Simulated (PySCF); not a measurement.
**C₆H₁₃BO₂: NMR shifts in solvents**

Aim: compute the NMR shifts of C₆H₁₃BO₂ (`C=CC(C)(C)OBOC`), and see what a dielectric continuum does where one was used.

Programs: PySCF 2.14.0, with density-fitted response routines of our own. Each step states its level of theory. These are calculated values for one molecule, in the gas phase or a continuum, unless marked as measured. Atoms are numbered from 0 throughout.

## 1. The molecule as given

22 atoms, charge 0, multiplicity 1; geometry from: GFN2-xTB.

Bonds of the start (Å): C0–C1 1.32, C1–C2 1.51, C2–C3 1.54, C2–C4 1.54, C2–O5 1.42, O5–B6 1.34, B6–O7 1.35, O7–C8 1.40, C0–H9 1.08, C0–H10 1.08, C1–H11 1.08, C3–H12 1.09, C3–H13 1.09, C3–H14 1.09, C4–H15 1.09, C4–H16 1.09, C4–H17 1.09, B6–H18 1.19, C8–H19 1.09, C8–H20 1.09, C8–H21 1.09.

## 2. Optimising the geometry at PBE0-D3(BJ)/def2-SVP

Job settings and geometry (Å):

```
{"job": {"xc": "PBE0", "basis": "def2-SVP", "d3": "d3bj", "grid": 1, "kind": "geom"}, "charge": 0, "multiplicity": 1}
C     -1.258478     1.956554    -0.422042
C     -1.591039     0.881695     0.265397
C     -1.039450    -0.507169     0.035905
C     -2.078521    -1.311354    -0.763589
C     -0.782072    -1.190411     1.386560
O      0.141788    -0.499947    -0.749238
B      1.291563     0.113727    -0.418930
O      2.284862    -0.003075    -1.324368
C      3.555808     0.560795    -1.146954
H     -1.701860     2.917708    -0.224015
H     -0.521439     1.914517    -1.206544
H     -2.338945     0.934074     1.045013
H     -3.023282    -1.348919    -0.228292
H     -1.713740    -2.322391    -0.923072
H     -2.233299    -0.840723    -1.730568
H     -0.346845    -2.172597     1.219100
H     -1.712354    -1.302904     1.937186
H     -0.087998    -0.600484     1.979099
H      1.454507     0.724696     0.590879
H      3.755053     1.251131    -1.970999
H      4.302806    -0.237034    -1.166578
H      3.632524     1.101496    -0.198528
```

Standard output:

```text
step   0  E = -411.04917174  max force = 0.013701
step   1  E = -411.05163856  max force = 0.003487
step   2  E = -411.05161117  max force = 0.003221
step   3  E = -411.05177652  max force = 0.000771
step   4  E = -411.05178818  max force = 0.000546
step   5  E = -411.05179790  max force = 0.000326
optimisation converged
```

Wall time 96 s (1 thread, shared host).

The steps of the relaxation:

```tsv
step	energy from step 0 (eV)	largest force component (eV/Å)
0	0.0000	0.7045
1	-0.0671	0.1793
2	-0.0664	0.1656
3	-0.0709	0.0396
4	-0.0712	0.0281
5	-0.0715	0.0168
```

Close pairs (by a distance rule), those that changed most:

```tsv
bond	before (Å)	after (Å)	change (Å)
B6–H18	1.191	1.213	+0.022
C0–H10	1.077	1.094	+0.016
C0–H9	1.077	1.093	+0.016
C1–H11	1.082	1.097	+0.015
C3–H13	1.087	1.100	+0.014
C4–H16	1.087	1.100	+0.013
C4–H15	1.087	1.100	+0.013
C3–H12	1.087	1.100	+0.013
```

The final coordinates are the input of the step that follows.

```tsv
at the end point	value
point group (found at 0.08 Å tolerance)	C1
rotational constants (GHz, main isotopes)	2.601, 0.927, 0.822
dipole moment (D)	1.51
```

## 3. Shielding tensors: PBE0/pcSseg-1 in methanol

Job settings and geometry (Å):

```
{"job": {"kind": "nmr", "xc": "PBE0", "basis": "pcSseg-1", "solvent": "methanol", "pop": true}, "charge": 0, "multiplicity": 1}
C     -1.445098     1.790061    -0.388306
C     -1.783571     0.702383     0.301027
C     -1.204965    -0.680987     0.111147
C     -2.232417    -1.551500    -0.611443
C     -0.853126    -1.299144     1.465134
O     -0.071690    -0.649398    -0.742114
B      1.110932    -0.072546    -0.425580
O      2.058518    -0.076763    -1.389746
C      3.331718     0.467389    -1.192266
H     -1.930469     2.751007    -0.201262
H     -0.677738     1.758896    -1.166968
H     -2.571956     0.765623     1.060613
H     -3.178324    -1.595212    -0.052500
H     -1.840558    -2.573209    -0.726515
H     -2.429232    -1.136232    -1.609446
H     -0.401026    -2.290796     1.313458
H     -1.758357    -1.422087     2.077804
H     -0.145027    -0.670491     2.022293
H      1.339080     0.428629     0.655348
H      3.531752     1.231152    -1.960752
H      4.095626    -0.320946    -1.290508
H      3.435259     0.934059    -0.197638
```

With the program's defaults for keys left out, this is: GIAO PBE0/pcSseg-1 NMR shielding, non-relativistic, IEF-PCM methanol.

Standard output:

```text
coarse grid: 17840 points
cycle   1  E = -411.0924910216  dE =  9.732e-01  |g| = 8.151e-01  |ddm| = 3.912e+00
cycle   2  E = -410.9862186306  dE =  1.063e-01  |g| = 1.136e+00  |ddm| = 1.459e+00
cycle   3  E = -411.2183008320  dE = -2.321e-01  |g| = 1.027e-01  |ddm| = 9.309e-01
cycle   4  E = -411.2202772947  dE = -1.976e-03  |g| = 3.348e-02  |ddm| = 8.799e-02
cycle   5  E = -411.2205346861  dE = -2.574e-04  |g| = 7.415e-03  |ddm| = 2.809e-02
cycle   6  E = -411.2205442365  dE = -9.550e-06  |g| = 3.692e-03  |ddm| = 7.254e-03
cycle   7  E = -411.2205473373  dE = -3.101e-06  |g| = 5.335e-04  |ddm| = 2.693e-03
final grid: 170712 points
cycle   8  E = -411.2956544315  dE = -5.721e-05  |g| = 1.276e-02  |ddm| = 3.579e-02
cycle   9  E = -411.2956307920  dE =  2.364e-05  |g| = 1.737e-02  |ddm| = 1.910e-02
cycle  10  E = -411.2956870602  dE = -5.627e-05  |g| = 1.572e-03  |ddm| = 1.126e-02
cycle  11  E = -411.2956875826  dE = -5.224e-07  |g| = 2.029e-04  |ddm| = 1.347e-03
cycle  12  E = -411.2956875894  dE = -6.740e-09  |g| = 1.142e-04  |ddm| = 2.311e-04
cycle  13  E = -411.2956875923  dE = -2.898e-09  |g| = 3.440e-05  |ddm| = 1.036e-04
cycle  14  E = -411.2956875925  dE = -2.736e-10  |g| = 8.001e-06  |ddm| = 3.100e-05
converged SCF energy = -411.2956875925

GIAO shielding tensors (ppm)
atom      isotropic    diamagn.    paramagn.     s11        s22        s33       span
  0 C       66.452     257.398    -190.946    -45.869     73.026    172.200    218.069
  1 C       26.588     259.429    -232.840    -99.929     39.607    140.086    240.015
  2 C      108.726     237.429    -128.703     88.305     96.700    141.173     52.868
  3 C      151.215     247.452     -96.237    131.838    139.612    182.195     50.357
  4 C      156.193     250.538     -94.344    135.979    150.487    182.115     46.136
  5 O      166.845     401.103    -234.258     18.407    222.864    259.263    240.855
  6 B       73.784     201.249    -127.465     58.393     78.305     84.653     26.260
  7 O      214.593     399.040    -184.447     23.088    281.155    339.535    316.448
  8 C      127.857     241.546    -113.689     98.989    101.076    183.507     84.518
  9 H       25.765      29.162      -3.397     23.463     24.650     29.184      5.721
 10 H       25.908      33.821      -7.913     22.401     24.991     30.333      7.932
 11 H       24.825      32.415      -7.590     22.489     23.928     28.060      5.571
 12 H       29.992      29.441       0.551     26.372     27.848     35.756      9.384
 13 H       29.803      29.899      -0.096     26.650     27.580     35.181      8.530
 14 H       30.170      29.899       0.271     26.574     28.465     35.472      8.898
 15 H       30.057      31.510      -1.454     27.071     27.778     35.321      8.250
 16 H       29.915      31.054      -1.139     26.235     27.662     35.849      9.615
 17 H       29.501      32.384      -2.884     25.347     28.462     34.693      9.346
 18 H       26.901      35.348      -8.447     24.513     26.376     29.813      5.301
 19 H       27.367      26.960       0.408     23.434     25.096     33.573     10.139
 20 H       27.380      26.564       0.817     23.383     25.100     33.658     10.274
 21 H       27.341      28.597      -1.256     24.106     26.012     31.904      7.798
```

Wall time 35 s (1 thread, shared host).

Shifts follow as δ = σ(reference) − σ, with reference shieldings (ppm) from runs at the same level and on the same kind of geometry: ¹H TMS 31.24, ¹³C TMS 185.5, ¹⁷O H2O 343.0, ¹¹B BF3·OEt2 101.4. The references are single molecules in the same continuum, so shifts against H2O, NH3, PH3, H3PO4 or CFCl3 are not on the usual liquid scales and can be off by tens of ppm. Atoms listed in one row are averaged.

```tsv
atoms	environment	σ (ppm)	δ (ppm)
C1	alkene CH	26.6	158.9
C0	terminal =CH2 carbon	66.5	119.0
C2	allylic fully substituted sp3 carbon bonded to O	108.7	76.7
C8	methyl carbon bonded to O	127.9	57.6
C3, C4	methyl carbon	153.7	31.8
H11	hydrogen on an alkene CH	24.83	6.41
H9	hydrogen on a terminal =CH2 carbon	25.77	5.47
H10	hydrogen on a terminal =CH2 carbon	25.91	5.33
H18	hydrogen on a boron bonded to 2 O	26.90	4.34
H19, H20, H21	hydrogen on a methyl carbon bonded to O	27.36	3.88
H12, H13, H14, H15, H16, H17	hydrogen on a methyl carbon	29.91	1.33
O5	oxygen bonded to C, B	166.8	176.1
O7	oxygen bonded to C, B	214.6	128.4
B6	boron bonded to 2 O, H	73.8	27.6
```

Charges from the same density, by scheme (e):

```tsv
atoms	Mulliken	IAO	Hirshfeld	ESP fit
C0	-0.18	-0.33	-0.11	-0.50
C1	-0.17	-0.15	-0.04	-0.30
C2	-0.12	0.24	0.10	0.91
C3, C4	-0.19	-0.42	-0.12	-0.66
O5	-0.51	-0.41	-0.18	-0.69
B6	0.50	0.35	0.20	0.71
O7	-0.50	-0.40	-0.19	-0.42
C8	-0.04	-0.19	-0.03	-0.14
```

Mayer bond orders: C0–C1 1.99, C1–C2 0.96, C2–C3 1.02, C2–C4 1.03, C2–O5 0.81, O5–B6 1.15, B6–O7 1.20, O7–C8 0.89.

## 4. NMR shieldings: PBE0/pcSseg-1 in tetrahydrofuran

Same as in step 3 but for these lines:

```diff
@@ -1,2 +1,2 @@
-{"job": {"kind": "nmr", "xc": "PBE0", "basis": "pcSseg-1", "solvent": "methanol", "pop": true}, "charge": 0, "multiplicity": 1}
+{"job": {"kind": "nmr", "xc": "PBE0", "basis": "pcSseg-1", "solvent": "tetrahydrofuran", "pop": false}, "charge": 0, "multiplicity": 1}
 C     -1.445098     1.790061    -0.388306
```

Method: GIAO PBE0/pcSseg-1 NMR shielding, non-relativistic, IEF-PCM tetrahydrofuran.

Standard output:

```text
coarse grid: 17840 points
cycle   1  E = -411.0896968556  dE =  9.759e-01  |g| = 8.181e-01  |ddm| = 3.912e+00
cycle   2  E = -410.9789806024  dE =  1.107e-01  |g| = 1.148e+00  |ddm| = 1.487e+00
cycle   3  E = -411.2167493217  dE = -2.378e-01  |g| = 1.047e-01  |ddm| = 9.555e-01
cycle   4  E = -411.2188042219  dE = -2.055e-03  |g| = 3.417e-02  |ddm| = 9.023e-02
cycle   5  E = -411.2190712035  dE = -2.670e-04  |g| = 7.985e-03  |ddm| = 2.905e-02
cycle   6  E = -411.2190825285  dE = -1.133e-05  |g| = 3.855e-03  |ddm| = 7.793e-03
cycle   7  E = -411.2190859170  dE = -3.388e-06  |g| = 5.286e-04  |ddm| = 2.824e-03
final grid: 170712 points
cycle   8  E = -411.2942029851  dE = -5.709e-05  |g| = 1.278e-02  |ddm| = 3.579e-02
cycle   9  E = -411.2941788768  dE =  2.411e-05  |g| = 1.744e-02  |ddm| = 1.918e-02
cycle  10  E = -411.2942356457  dE = -5.677e-05  |g| = 1.598e-03  |ddm| = 1.139e-02
cycle  11  E = -411.2942361873  dE = -5.416e-07  |g| = 2.097e-04  |ddm| = 1.382e-03
cycle  12  E = -411.2942361943  dE = -7.002e-09  |g| = 1.211e-04  |ddm| = 2.370e-04
cycle  13  E = -411.2942361976  dE = -3.287e-09  |g| = 3.529e-05  |ddm| = 1.098e-04
cycle  14  E = -411.2942361979  dE = -2.912e-10  |g| = 8.124e-06  |ddm| = 3.242e-05
converged SCF energy = -411.2942361979

GIAO shielding tensors (ppm)
atom      isotropic    diamagn.    paramagn.     s11        s22        s33       span
  0 C       66.210     257.272    -191.062    -46.244     72.850    172.024    218.269
  1 C       26.983     259.422    -232.439    -99.376     40.538    139.786    239.162
  2 C      108.879     237.344    -128.465     88.543     96.907    141.186     52.643
  3 C      151.161     247.358     -96.197    131.920    139.546    182.017     50.097
  4 C      156.072     250.502     -94.430    135.866    150.344    182.007     46.142
  5 O      166.119     400.883    -234.764     16.975    221.818    259.564    242.589
  6 B       73.822     201.287    -127.464     58.261     78.607     84.600     26.339
  7 O      213.860     398.868    -185.008     21.504    280.699    339.375    317.871
  8 C      127.883     241.546    -113.663     99.088    101.242    183.317     84.229
  9 H       25.793      29.167      -3.373     23.473     24.698     29.209      5.736
 10 H       25.897      33.790      -7.894     22.387     24.974     30.330      7.943
 11 H       24.891      32.457      -7.566     22.528     24.014     28.132      5.603
 12 H       30.065      29.510       0.555     26.462     27.933     35.801      9.339
 13 H       29.806      29.892      -0.086     26.656     27.584     35.178      8.522
 14 H       30.118      29.843       0.275     26.510     28.420     35.424      8.914
 15 H       30.066      31.520      -1.454     27.095     27.788     35.316      8.221
 16 H       29.975      31.118      -1.143     26.315     27.734     35.877      9.562
 17 H       29.501      32.390      -2.888     25.352     28.472     34.680      9.329
 18 H       26.906      35.361      -8.455     24.526     26.367     29.824      5.298
 19 H       27.385      26.997       0.388     23.454     25.126     33.577     10.123
 20 H       27.399      26.601       0.798     23.404     25.132     33.663     10.259
 21 H       27.384      28.670      -1.287     24.163     26.060     31.929      7.766
```

Run time: 33 s. Hardware: 1 thread, shared host.

In short: δ C1 158.3, C0 119.1, C2 76.4, C8 57.4, H11 6.35, H9 5.45 ppm.

## 5. Comparing the runs: NMR shifts

Shifts (ppm) of some atoms, chosen among heavy atoms and hydrogens apart, with basis size and wall time:

```tsv
run	C1	C2	C8	H11	H9	O5	O7	functions	time
PBE0/pcSseg-1 in methanol	158.9	76.7	57.6	6.41	5.47	176.1	128.4	218	35 s
PBE0/pcSseg-1 in tetrahydrofuran	158.3	76.4	57.4	6.35	5.45	175.7	127.9	218	33 s
```

The continuum's effect on the ground state:

```tsv
solvent	ε	polarisation energy (Eh)	μ (D)
tetrahydrofuran	7.43	-0.0074	2.10
methanol	32.61	-0.0093	2.23
```

## 6. Results

```
                                                                         quantity                                   value
                                                                      point group                                      C1
                                             rotational constants (main isotopes)                    2.60, 0.93, 0.82 GHz
¹³C shifts against TMS (PBE0/pcSseg-1, methanol, means over atoms taken as alike)      158.9, 119.0, 76.7, 57.6, 31.8 ppm
 ¹H shifts against TMS (PBE0/pcSseg-1, methanol, means over atoms taken as alike)  6.41, 5.47, 5.33, 4.34, 3.88, 1.33 ppm
                                 ¹⁷O shifts against H2O (PBE0/pcSseg-1, methanol)                        176.1, 128.4 ppm
                            ¹¹B shifts against BF3·OEt2 (PBE0/pcSseg-1, methanol)                                27.6 ppm
                                                         range of the shift of C1                      158.3 to 158.9 ppm
```

In words: The optimisation took 5 steps and gained 0.071 eV; among the close pairs (by a distance rule), B6–H18 changed most, from 1.191 to 1.213 Å. The most deshielded carbon is C1 (alkene CH), at 158.9 ppm: as expected for a trigonal carbon in a double bond. The most deshielded hydrogen is H11 (hydrogen on an alkene CH), at 6.41 ppm: olefinic region. At PBE0/pcSseg-1: Shielding is most anisotropic at O7 (span 316 ppm, paramagnetic term -184 ppm). Across the 2 runs the shift of C1 moves most, between 158.3 (PBE0/pcSseg-1 in tetrahydrofuran) and 158.9 ppm (PBE0/pcSseg-1 in methanol). Part of that comes from the computed reference. The continuum holds electrostatics alone: no hydrogen bonds to the solvent, and the gas-phase geometry is kept.
